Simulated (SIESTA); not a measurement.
NaCl under changes of volume

One of the cells (21.813 Å³/atom); the others are scaled copies at fixed shape and fractional positions:

```
Cl Na
1.0
     0.00000    2.79406    2.79406
     2.79406    0.00000    2.79406
     2.79406    2.79406    0.00000
Cl Na
1 1
Direct
  0.50000 0.50000 0.50000
  0.00000 0.00000 0.00000
```

The cell is a database's computed one.

```yaml
Program: SIESTA 5.4.2
Functional: PBE
Potentials_or_basis: PseudoDojo 0.4 standard (PBE files)
Basis: DZP (energy shift 0.003 Ry; two zetas on semicore shells)
Grid_cutoff: 800 Ry
Energy_shift: 0.003 Ry
k_mesh: 8 × 8 × 8
Occupations: fermi-dirac, width 0.05 eV
Spin: no spin polarisation
```

| volume (Å³/atom) | energy over the lowest point (meV/atom) | pressure (GPa) | gap on the mesh (eV) |
| --- | --- | --- | --- |
| 20.504 | 30.09 | 4.0 | 5.59 |
| 20.940 | 20.51 | 3.2 | 5.49 |
| 21.376 | 12.88 | 2.4 | 5.39 |
| 21.813 | 7.26 | 1.7 | 5.30 |
| 22.249 | ? | ? | ? |
| 22.685 | 0.97 | 0.6 | 5.14 |
| 23.121 | 0.00 | 0.1 | 5.06 |

Problem. What does the run at 22.249 Å³/atom give?

Solution. Energy over the lowest point 3.35 meV/atom; pressure 1.1 GPa; gap on the mesh 5.22 eV.

Worked out: A Birch-Murnaghan fit of order 3 (a polynomial in V^(-2/3)) to the other rows has its minimum at 23.22 Å³/atom, just outside them, with B0 = V·E''(V) = 25 GPa and B' = 4.0. It gives 3.32 meV/atom at 22.249 Å³/atom, against the run's 3.35, and -dE/dV = 1.1 GPa, against 1.1. A straight line through the other rows of the gap, of slope -4.39 eV per unit of ln V (its deformation potential), gives 5.22 eV, against the run's 5.22.

Energies are extrapolated to zero smearing.

Caveats: the basis of atomic orbitals isn't converged, which shifts pressures, moduli and gaps.

A mesh can miss the band edges.
